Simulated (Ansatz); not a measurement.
# 5 CO + 6 SiH4 in a periodic box: molecular dynamics, part 1 of 3

The plan is to see how the packed molecules move, order and perhaps react. The start is relaxed first. Runs: 110 steps of 0.5 fs under a Langevin thermostat at 400 K; 180 steps of 0.75 fs under a Langevin thermostat at 400 K. The molecules were packed at random to 0.656 g/cm³.

Program: Ansatz 0.2.0. Level of theory: DFT PBE+D3(BJ), plane waves, PAW, scalar-relativistic, no spin polarisation. These are calculated values, not measurements.

## 1. Starting point

The cell holds 40 atoms (C5H24O5Si6): a = 9.443 Å, b = 9.443 Å, c = 9.443 Å, α = 90.00°, β = 90.00°, γ = 90.00°.

Its coordinates follow in the input file.

## 2. Relaxing the start

The input, input.yaml:

```yaml
accuracy: low
crystal:
  lattice:
    - [9.44287, 0.0, 0.0]
    - [0.0, 9.44287, 0.0]
    - [0.0, 0.0, 9.44287]
  atoms:
    - { symbol: O, position: [0.5772836, 0.597945, 0.0642063] }
    - { symbol: C, position: [0.6135581, 0.7125757, 0.0446022] }
    - { symbol: O, position: [0.0634101, 0.3123398, 0.0159619] }
    - { symbol: C, position: [0.1117791, 0.4087452, 0.0725905] }
    - { symbol: O, position: [0.8908916, 0.243001, 0.5529986] }
    - { symbol: C, position: [0.8829897, 0.1601753, 0.6419807] }
    - { symbol: O, position: [0.510671, 0.1265638, 0.4952739] }
    - { symbol: C, position: [0.4063166, 0.1010116, 0.4378491] }
    - { symbol: O, position: [0.7182588, 0.2362368, 0.8466084] }
    - { symbol: C, position: [0.7030048, 0.1164282, 0.8625319] }
    - { symbol: Si, position: [0.5780428, 0.183519, 0.1569157] }
    - { symbol: H, position: [0.5677703, 0.231208, 0.3061822] }
    - { symbol: H, position: [0.727987, 0.1524765, 0.1220827] }
    - { symbol: H, position: [0.4918143, 0.0537381, 0.1373752] }
    - { symbol: H, position: [0.5245994, 0.2966533, 0.0620227] }
    - { symbol: Si, position: [0.9684582, 0.8522325, 0.9407431] }
    - { symbol: H, position: [1.0513592, 0.9266894, 1.0513951] }
    - { symbol: H, position: [0.8596886, 0.7617266, 1.0088469] }
    - { symbol: H, position: [0.8981989, 0.9577671, 0.8480806] }
    - { symbol: H, position: [1.0645861, 0.762747, 0.85465] }
    - { symbol: Si, position: [0.6905067, 0.5120529, 0.4157924] }
    - { symbol: H, position: [0.7947776, 0.5361693, 0.5307108] }
    - { symbol: H, position: [0.569058, 0.4297095, 0.4717391] }
    - { symbol: H, position: [0.6394693, 0.6503065, 0.3615578] }
    - { symbol: H, position: [0.758722, 0.4320263, 0.2991619] }
    - { symbol: Si, position: [0.1834601, 0.7560216, 0.363951] }
    - { symbol: H, position: [0.2578674, 0.679151, 0.2489957] }
    - { symbol: H, position: [0.2657069, 0.7434063, 0.4971297] }
    - { symbol: H, position: [0.169589, 0.9075547, 0.3251491] }
    - { symbol: H, position: [0.0406772, 0.6939746, 0.3845293] }
    - { symbol: Si, position: [0.3104547, 0.3579887, 0.5979476] }
    - { symbol: H, position: [0.3244287, 0.3761217, 0.4425894] }
    - { symbol: H, position: [0.2753225, 0.4961423, 0.6638231] }
    - { symbol: H, position: [0.1960797, 0.2548217, 0.628529] }
    - { symbol: H, position: [0.4459876, 0.304869, 0.656849] }
    - { symbol: Si, position: [0.313744, 0.9855986, 0.8297435] }
    - { symbol: H, position: [0.4283214, 0.9612361, 0.934332] }
    - { symbol: H, position: [0.2914971, 0.8551841, 0.7451421] }
    - { symbol: H, position: [0.1809906, 1.0223613, 0.9051446] }
    - { symbol: H, position: [0.3541667, 1.1036129, 0.7343554] }
basis:
  ecutwfc: 420.0
kpoints:
  mp_grid: { grid: [1, 1, 1] }
hamiltonian:
  xc: pbe
  dispersion: d3bj
scf:
  occupations: { method: fermi_dirac, width: 0.02 }
  lower_state_search: "off"
relax:
  f_tol: 0.3
  max_steps: 15
  adjacent_minimum: "off"
```

On the command line:

```bash
ansatz run input.yaml --threads 1 --pin off --max-ram 3072MiB --backend cpu --events-out ev --progress --plain --runs-dir out
```

Standard output, shortened:

```text
Warning: RAYON_NUM_THREADS=1 ignored (pool sized by the plan → 1); use --threads N
[...]
Pseudopotentials: kind: paw
Pseudopotential: O, paw, valence charge 6, recommended cutoff 420 eV (normal), O.paw.azcp
Pseudopotential: C, paw, valence charge 4, recommended cutoff 420 eV (normal), C.paw.azcp
Pseudopotential: Si, paw, valence charge 4, recommended cutoff 420 eV (normal), Si.paw.azcp
Pseudopotential: H, paw, valence charge 1, recommended cutoff 420 eV (normal), H.paw.azcp
Functional definition: PBE
[...]
Crystal: 40 atoms, lattice volume = 842.000 Å³
Basis set: ecut = 420 eV, 16375 PW (Γ), exchange–correlation on 128×128×128 points (8 copies of the dense FFT grid, shifted against one another)
[...]
Space group: P1 (ITA 1), of the structure as read, at distance tolerance 9.4e-5 Å
k-points: 1
[...]
SCF iter   1: F=—  HF=-8278.736813 eV  |F-HF|=—  |Δ(HF+E_count)|=         —  Δρ=4.06e-3  dr2=1.44e-1  ethr=1.77e-3  ⟨swp⟩=8.0  Hψ=510  notcnv=0  defer=4
[...]
relax step   1: F+E_penalty+E_count = -8278.72727852 eV  Δ(F+E_penalty+E_count) = +0.000e0 eV  max|allowed force component| = 1.761e0 eV/Å  Δτ_max = 0.0000 Å  (6 SCF iters, dr2 threshold 1.00e-4 eV, accepted)
[...]
relax step   7: F+E_penalty+E_count = -8280.03399387 eV  Δ(F+E_penalty+E_count) = -9.668e-2 eV  max|allowed force component| = 7.190e-1 eV/Å  Δτ_max = 0.1964 Å  (6 SCF iters, dr2 threshold 1.00e-4 eV, accepted)
[...]
relax step   8: F+E_penalty+E_count = -8280.08867369 eV  Δ(F+E_penalty+E_count) = -5.468e-2 eV  max|allowed force component| = 1.781e0 eV/Å  Δτ_max = 0.1954 Å  (7 SCF iters, dr2 threshold 1.00e-4 eV, accepted)
[...]
```

## 3. The output, continued: start relaxed

Output, continued:

```text
relax step   9: F+E_penalty+E_count = -8280.17260784 eV  Δ(F+E_penalty+E_count) = -8.393e-2 eV  max|allowed force component| = 2.345e-1 eV/Å  Δτ_max = 0.2000 Å  (6 SCF iters, dr2 threshold 1.00e-4 eV, accepted)
preconditioner: auto → Resta (q_TF=auto, 1.906 Å⁻¹)  ε∞=2.3  [insulator: Δε(μ)=5.607 eV  Ē_g=10.572 eV  σ=0.020 eV  W_gap=1.00  n_scr=92 (ndim 8)  ℏωp=12.0 eV  f_vac=0.265  D(μ)=0.00/eV (n_scr^D=0)  ε∞_Penn≈2.3]
relax step  10: F+E_penalty+E_count = -8280.17261889 eV  Δ(F+E_penalty+E_count) = -1.106e-5 eV  max|allowed force component| = 2.353e-1 eV/Å  Δτ_max = 0.0000 Å  (5 SCF iters, accepted)
preconditioner: auto → Resta (q_TF=auto, 1.906 Å⁻¹)  ε∞=2.3  [insulator: Δε(μ)=5.587 eV  Ē_g=10.559 eV  σ=0.020 eV  W_gap=1.00  n_scr=92 (ndim 8)  ℏωp=12.0 eV  f_vac=0.260  D(μ)=0.00/eV (n_scr^D=0)  ε∞_Penn≈2.3]
relax step  11: F+E_penalty+E_count = -8280.18664891 eV  Δ(F+E_penalty+E_count) = -1.403e-2 eV  max|allowed force component| = 1.266e0 eV/Å  Δτ_max = 0.1934 Å  (9 SCF iters, accepted)
preconditioner: auto → Resta (q_TF=auto, 1.906 Å⁻¹)  ε∞=2.3  [insulator: Δε(μ)=5.600 eV  Ē_g=10.555 eV  σ=0.020 eV  W_gap=1.00  n_scr=92 (ndim 8)  ℏωp=12.0 eV  f_vac=0.258  D(μ)=0.00/eV (n_scr^D=0)  ε∞_Penn≈2.3]
relax step  12: F+E_penalty+E_count = -8280.20111857 eV  Δ(F+E_penalty+E_count) = -1.447e-2 eV  max|allowed force component| = 1.404e0 eV/Å  Δτ_max = 0.1471 Å  (6 SCF iters, dr2 threshold 1.00e-4 eV, accepted)
preconditioner: auto → Resta (q_TF=auto, 1.906 Å⁻¹)  ε∞=2.3  [insulator: Δε(μ)=5.656 eV  Ē_g=10.584 eV  σ=0.020 eV  W_gap=1.00  n_scr=92 (ndim 8)  ℏωp=12.0 eV  f_vac=0.256  D(μ)=0.00/eV (n_scr^D=0)  ε∞_Penn≈2.3]
relax step  13: F+E_penalty+E_count = -8280.24154444 eV  Δ(F+E_penalty+E_count) = -4.043e-2 eV  max|allowed force component| = 4.663e-2 eV/Å  Δτ_max = 0.1377 Å  (6 SCF iters, dr2 threshold 1.00e-4 eV, accepted)
preconditioner: auto → Resta (q_TF=auto, 1.906 Å⁻¹)  ε∞=2.3  [insulator: Δε(μ)=5.684 eV  Ē_g=10.575 eV  σ=0.020 eV  W_gap=1.00  n_scr=92 (ndim 8)  ℏωp=12.0 eV  f_vac=0.257  D(μ)=0.00/eV (n_scr^D=0)  ε∞_Penn≈2.3]
relax step  14: F+E_penalty+E_count = -8280.24155392 eV  Δ(F+E_penalty+E_count) = -9.482e-6 eV  max|allowed force component| = 4.686e-2 eV/Å  Δτ_max = 0.0000 Å  (4 SCF iters, accepted)
preconditioner: auto → Resta (q_TF=auto, 1.906 Å⁻¹)  ε∞=2.3  [insulator: Δε(μ)=5.592 eV  Ē_g=10.544 eV  σ=0.020 eV  W_gap=1.00  n_scr=92 (ndim 8)  ℏωp=12.0 eV  f_vac=0.251  D(μ)=0.00/eV (n_scr^D=0)  ε∞_Penn≈2.3]
relax step  15: F+E_penalty+E_count = -8280.23277025 eV  Δ(F+E_penalty+E_count) = +8.784e-3 eV  max|allowed force component| = 1.114e0 eV/Å  Δτ_max = 0.1956 Å  (9 SCF iters, rejected (line search))
preconditioner: auto → Resta (q_TF=auto, 1.906 Å⁻¹)  ε∞=2.3  [insulator: Δε(μ)=5.659 eV  Ē_g=10.566 eV  σ=0.020 eV  W_gap=1.00  n_scr=92 (ndim 8)  ℏωp=12.0 eV  f_vac=0.255  D(μ)=0.00/eV (n_scr^D=0)  ε∞_Penn≈2.3]
relax step  16: F+E_penalty+E_count = -8280.24993504 eV  Δ(F+E_penalty+E_count) = -8.381e-3 eV  max|allowed force component| = 5.241e-1 eV/Å  Δτ_max = 0.0932 Å  (9 SCF iters, accepted)
preconditioner: auto → Resta (q_TF=auto, 1.906 Å⁻¹)  ε∞=2.3  [insulator: Δε(μ)=5.660 eV  Ē_g=10.566 eV  σ=0.020 eV  W_gap=1.00  n_scr=92 (ndim 8)  ℏωp=12.0 eV  f_vac=0.252  D(μ)=0.00/eV (n_scr^D=0)  ε∞_Penn≈2.3]
relax step  17: F+E_penalty+E_count = -8280.25970692 eV  Δ(F+E_penalty+E_count) = -9.772e-3 eV  max|allowed force component| = 1.324e-1 eV/Å  Δτ_max = 0.0976 Å  (8 SCF iters, accepted)
Free energy (F): -8280.259707 eV
Harris-Foulkes:  -8280.259707 eV  (|F-HF|=7.88e-9)
Internal energy: -8280.259707 eV  (E = F + TS)
E sigma→0 (E₀):  -8280.259707 eV
Fermi energy:    -1.975984 eV
--- Per-component energies (eV) ---
  E_band       = -909.651217
  E_kinetic    = 1827.451344
  E_local      = -6052.850323  (includes V_loc(G=0)·N_el)
  E_nonlocal   = 583.828602
  E_hartree    = 2128.465853
  E_xc         = -1126.901613
  E_vxc        = -1285.243605  (∫ρ·V_xc dr)
  E_paw        = -4374.073043  (= ΣΔE_a)
  E_vpaw       = -239.751674  (= ΣTr[D̂ρ^β])
  E_aug_tail   = -0.017693  (compensation charges beyond the density's cutoff)
  E_ewald      = -1264.572208
  E_disp       = -1.590627  (pairwise vdW)
  E_smearing   = -0.000000  (= −TS)
  E_closure    = 0.000000  (closes the sum)
  Σ components = -8280.259707   (vs F -8280.259707, Δ=0.00e0)
--- Forces (eV/Å), atoms counted from 1 ---
  atom   1  O      0.03497336     0.13069879     0.09048889
  atom   2  C     -0.03419003    -0.13242943    -0.09117139
  atom   3  O      0.01314083     0.03427929     0.02295137
  atom   4  C     -0.01205398    -0.03576845    -0.01799368
  atom   5  O      0.04023215    -0.08889164     0.07875937
  atom   6  C     -0.03884472     0.08395200    -0.08734471
  atom   7  O      0.02847290    -0.01157710     0.00973332
  atom   8  C     -0.02769139     0.01748468    -0.00712561
  atom   9  O     -0.03714239    -0.06956763     0.02715413
  atom  10  C      0.04428445     0.06642456    -0.03019881
  atom  11  Si     0.00789349    -0.02335701    -0.01690285
  atom  12  H     -0.00196190    -0.00013932     0.00517589
  atom  13  H     -0.02614705     0.00588938     0.00562620
  atom  14  H      0.01513156     0.03259561    -0.00100335
  atom  15  H      0.00445942    -0.00789199     0.01311421
  atom  16  Si     0.01383279    -0.03206407     0.00220348
  atom  17  H     -0.01566633    -0.02547154    -0.02862989
  atom  18  H      0.03760724     0.04378850    -0.01457019
  atom  19  H      0.00847781    -0.01813770     0.00627115
  atom  20  H     -0.05626168     0.02331240     0.02881975
  atom  21  Si    -0.00509722     0.00636315    -0.00143517
  atom  22  H     -0.00379306    -0.00136442    -0.00422538
  atom  23  H      0.01712254     0.01055896    -0.00439963
  atom  24  H      0.01163278    -0.01607638     0.00864954
  atom  25  H      0.00131619     0.00402754     0.00415006
[...]
  atom  26  Si    -0.02622008    -0.02040114    -0.01965673
  atom  27  H     -0.01829997     0.01657583     0.03132358
  atom  28  H      0.00083380    -0.00348050    -0.00707167
  atom  29  H      0.00393601    -0.01441702    -0.00403163
  atom  30  H      0.04761536     0.02413839    -0.00733011
  atom  31  Si    -0.00972111    -0.00407697     0.00571619
  atom  32  H     -0.00254671    -0.00822355     0.01640473
  atom  33  H      0.00306299    -0.01778054    -0.00927937
  atom  34  H      0.01574828     0.01430153    -0.00529796
  atom  35  H     -0.01588869     0.00938789    -0.00357204
  atom  36  Si     0.05653930    -0.00334357     0.00027399
  atom  37  H     -0.04335847     0.05388779    -0.06599763
  atom  38  H      0.01681586     0.03227286     0.05326909
  atom  39  H      0.01412274     0.00125766    -0.00350175
  atom  40  H     -0.06238919    -0.07675220     0.02062518
  max |Σ_I F_I| component: 2.94e-5 eV/Å
--- Relaxed structure (17 steps of the walk, 16 accepted, 0 SCFs on fresh bases) ---
  F+E_penalty+E_count = -8280.25970692 eV   max|allowed force component| = 1.324e-1 eV/Å
  atoms:
    - { symbol: O, position: [0.520167472183743, 0.6005383976782372, 0.042407188834304235] }
    - { symbol: C, position: [0.5420854013931585, 0.6999998344410903, 0.10664737599787474] }
    - { symbol: O, position: [0.03284683493946211, 0.31915001453936875, 0.023705889432191162] }
    - { symbol: C, position: [0.07384206497894102, 0.4169407144185244, 0.08045215109884815] }
    - { symbol: O, position: [0.9024862424758582, 0.14501651954398742, 0.43478842123412725] }
    - { symbol: C, position: [0.9473631098268375, 0.06357547233564949, 0.5112471226211889] }
    - { symbol: O, position: [0.5870806716145397, -0.02311892784848988, 0.5260095868502002] }
    - { symbol: C, position: [0.4800097194580049, 0.02342385105755096, 0.4971359928717789] }
    - { symbol: O, position: [0.7755435421007411, 0.2955250897353924, 0.7635798571563643] }
    - { symbol: C, position: [0.7173724056240025, 0.19784752875482958, 0.8029913028122228] }
    - { symbol: Si, position: [0.5745164002540628, 0.20582782611120287, 0.15718160348486399] }
    - { symbol: H, position: [0.5431247207791559, 0.2751208289266757, 0.29571356722955017] }
    - { symbol: H, position: [0.730569524267579, 0.20854657262690632, 0.13172904438740698] }
    - { symbol: H, position: [0.5239965817387524, 0.0559495314985172, 0.1601077905377255] }
    - { symbol: H, position: [0.5003737402794384, 0.2843687143665666, 0.041820098969696275] }
    - { symbol: Si, position: [0.9420221228227852, 0.7850806875189936, 0.9651914297330242] }
    - { symbol: H, position: [0.9817069216172385, 0.8589385169402699, 1.0993720159803935] }
    - { symbol: H, position: [0.850278291636989, 0.660445343548185, 0.9990808418879223] }
    - { symbol: H, position: [0.8633176642175978, 0.8851182803971859, 0.8714436819933803] }
    - { symbol: H, position: [1.0730731787299204, 0.7344529894849007, 0.8918629719237788] }
    - { symbol: Si, position: [0.7590024928188478, 0.5624604742057967, 0.44197295428685635] }
    - { symbol: H, position: [0.8628043868224218, 0.5628684042903277, 0.5611047547029921] }
    - { symbol: H, position: [0.6256498022484458, 0.49112259126748664, 0.4882478459041619] }
    - { symbol: H, position: [0.7266358010317475, 0.7109667209737826, 0.3986419684041902] }
    - { symbol: H, position: [0.8198293201793438, 0.48401784461275416, 0.31891987532293625] }
    - { symbol: Si, position: [0.18693480330555273, 0.777155707282931, 0.34534885706405555] }
    - { symbol: H, position: [0.24479353409201038, 0.7049150651065793, 0.21722799833619258] }
    - { symbol: H, position: [0.2826977570034607, 0.7516689860033949, 0.4684309043819656] }
    - { symbol: H, position: [0.17641088958450724, 0.9324834965167146, 0.31827526846642096] }
    - { symbol: H, position: [0.04326514207299386, 0.71916938456959, 0.3777800072161906] }
    - { symbol: Si, position: [0.27192000009418604, 0.38308094183374325, 0.5946074895968528] }
    - { symbol: H, position: [0.25895327589994765, 0.4198425940288241, 0.44123312256691394] }
    - { symbol: H, position: [0.23363124534872862, 0.5090050799261169, 0.6823754336855302] }
    - { symbol: H, position: [0.17379965047977583, 0.2638122099195902, 0.6287863622144966] }
    - { symbol: H, position: [0.4204309666886802, 0.33952525647638654, 0.6262854294264817] }
    - { symbol: Si, position: [0.290537514374361, 0.9893139336304344, 0.8494422589274394] }
    - { symbol: H, position: [0.35627654468935255, 0.8937236813345659, 0.9574547864880206] }
    - { symbol: H, position: [0.2636199037455747, 0.908802131202767, 0.7158589166100711] }
    - { symbol: H, position: [0.153652477013403, 1.045258904504509, 0.9055399651360032] }
    - { symbol: H, position: [0.38887328156785034, 1.1101478062381591, 0.8200680662253846] }
```

Run time: 86 s. Hardware: 1 thread of Arm Neoverse V1, shared host; peak memory 0.63 GiB.

The steps of the relaxation:

```csv
step,energy from step 1 (eV/cell),largest force component (eV/Å)
1,0.0000,1.7605
2,-0.4538,1.3817
3,-0.7004,2.1186
4,-0.8820,1.6441
5,-1.0781,1.1177
6,-1.2100,0.9768
7,-1.3067,0.7190
8,-1.3614,1.7810
9,-1.4453,0.2345
10,-1.4453,0.2353
11,-1.4594,1.2655
12,-1.4738,1.4038
13,-1.5143,0.0466
14,-1.5143,0.0469
15x,-1.5055,1.1136
16,-1.5227,0.5241
17,-1.5324,0.1324
```

Step 1 is the start. Steps 10, 14 solve the same geometry again. 1 step was tried and not accepted (marked x).

The largest move, 1.65 Å, is shared by several atoms, C6 among them.

(Continued in part 2 of 3.)
